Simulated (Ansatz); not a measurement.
Working through a single point from an input written key by key of CH7AlClNSi, SMILES [NH2][AlH][CH]([SiH3])Cl

Program: Ansatz 0.2.0, Python API.

Run as a notebook:

In [1]:
```python
import ansatz as az
```

In [2]:
```python
deck = {
    "crystal": {
        "periodic": [False, False, False],
        "atoms": [
            {"symbol": "N", "position_ang": [-0.0515, 2.105, 1.6678]},
            {"symbol": "Al", "position_ang": [-0.8193, 0.5239, 0.9457]},
            {"symbol": "C", "position_ang": [-0.3439, -0.0693, -0.8992]},
            {"symbol": "Si", "position_ang": [0.6064, -1.7225, -0.7895]},
            {"symbol": "Cl", "position_ang": [0.7981, 1.1051, -1.635]},
            {"symbol": "H", "position_ang": [-0.3653, 2.9274, 0.9911]},
            {"symbol": "H", "position_ang": [0.9668, 2.0638, 1.6231]},
            {"symbol": "H", "position_ang": [-1.7669, -0.3458, 1.8212]},
            {"symbol": "H", "position_ang": [-1.2204, -0.14, -1.4669]},
            {"symbol": "H", "position_ang": [0.9019, -2.1741, -2.1157]},
            {"symbol": "H", "position_ang": [-0.3935, -2.7139, -0.1636]},
            {"symbol": "H", "position_ang": [1.7646, -1.615, 0.0551]},
        ],
    },
    "basis": {"gaussian": {"orbitals": "def2-SVP", "nuclear_model": "gaussian"}},
    "hamiltonian": {"xc": "pbe0"},
}
session = az.Session.from_dict(deck)
summary = session.plan(threads=1).execute().report

print("reference energy %16.6f eV" % summary["reference_energy_ev"])
print("total energy     %16.6f eV" % summary["free_energy_ev"])
print("occupied orbitals outside the frozen core (up, down):", summary["n_occupied"], " frozen:", summary["n_frozen"], " virtual:", summary["n_virtual"])
symbols = ["N", "Al", "C", "Si", "Cl", "H", "H", "H", "H", "H", "H", "H"]
```
```text
reference energy    -29613.996415 eV
total energy        -29613.996415 eV
occupied orbitals outside the frozen core (up, down): [32, 32]  frozen: 0  virtual: [85, 85]
```

The settings weren't tested for convergence. The geometry is a force-field or estimated start, not a minimum of this method, and the basis set is short of its limit. Wall time of the script: 3.1 s on 1 thread of Intel(R) Xeon(R) 6975P-C (Granite Rapids), with other jobs on the host, peak memory 0.3 GiB.

(Lines on the test bed's own set-up are left out of the output.)
